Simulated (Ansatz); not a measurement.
The system is CsLiCr2Te2S3.

```
Cs Li Cr Te S
1.0
     3.31929    1.91639    6.87982
    -3.31929    1.91639    6.87982
     0.00000   -3.83279    6.87982
Cs Li Cr Te S
1 1 2 2 3
Direct
  0.00000 0.00000 0.00000
  0.50000 0.50000 0.50000
  0.79848 0.79848 0.79848
  0.20152 0.20152 0.20152
  0.67990 0.67990 0.67990
  0.32010 0.32010 0.32010
  0.13626 0.86374 0.50000
  0.50000 0.13626 0.86374
  0.86374 0.50000 0.13626
```

The cell was built by a generator and needn't be a form met in nature.

```yaml
Program: Ansatz 0.2.0
Task: relaxation of cell and atoms
Functional: PBEsol
Potentials_or_basis: Ansatz PAW
Cutoff: "420 eV (not typed: the program's choice for these potentials)"
k_mesh: 4 × 4 × 4
Occupations: fermi-dirac, width 0.05 eV
Spin: collinear spin, ferromagnetic start
Starting_moments: "[0.0, 0.0, 3.0, 3.0, 0.0, 0.0, 0.0, 0.0, 0.0] μB"
```

At the start: volume 29.18 Å³/atom.

Problem. How do energy, volume and symmetry change on relaxing?

Solution. It ends after 6 steps and the volume is 26.39 Å³/atom (-9.5 %); space group R32 (No. 155, to 0.05 Å); moment 4.00 μB per cell.

Step by step:
```tsv
step	energy change (eV)	largest force (eV/Å)	volume (Å³)
1	0.0000	0.2390	262.58
2	-0.0984	0.2115	250.83
3	-0.1379	0.0160	237.46
4	-0.1436	0.0192	237.56
5	-0.1450	0.0079	237.53
6	-0.1429	0.0078	237.53
```

Final structure:
```cif
data_structure
_symmetry_space_group_name_H-M 'P 1'
_symmetry_Int_Tables_number 1
_cell_length_a 7.4322
_cell_length_b 7.4322
_cell_length_c 7.4322
_cell_angle_alpha 52.264
_cell_angle_beta 52.264
_cell_angle_gamma 52.264
_cell_volume 237.53
loop_
_atom_site_label
_atom_site_type_symbol
_atom_site_fract_x
_atom_site_fract_y
_atom_site_fract_z
_atom_site_occupancy
Cs1 Cs 0.00000 0.00000 0.00000 1
Li1 Li 0.50000 0.50000 0.50000 1
Cr1 Cr 0.79579 0.79579 0.79579 1
Cr2 Cr 0.20421 0.20421 0.20421 1
Te1 Te 0.66999 0.66999 0.66999 1
Te2 Te 0.33001 0.33001 0.33001 1
S1 S 0.13240 0.86760 0.50000 1
S2 S 0.50000 0.13240 0.86760 1
S3 S 0.86760 0.50000 0.13240 1
```

Caveat: the plane-wave basis is chosen anew once the cell has moved, so the energies of steps on either side of that aren't comparable; only a ferromagnetic start was run, and an antiferromagnetic order may lie lower in energy; the PAW data sets come from PBE, with cores solved anew for the run's functional, which leaves a small shift of forces and pressure.
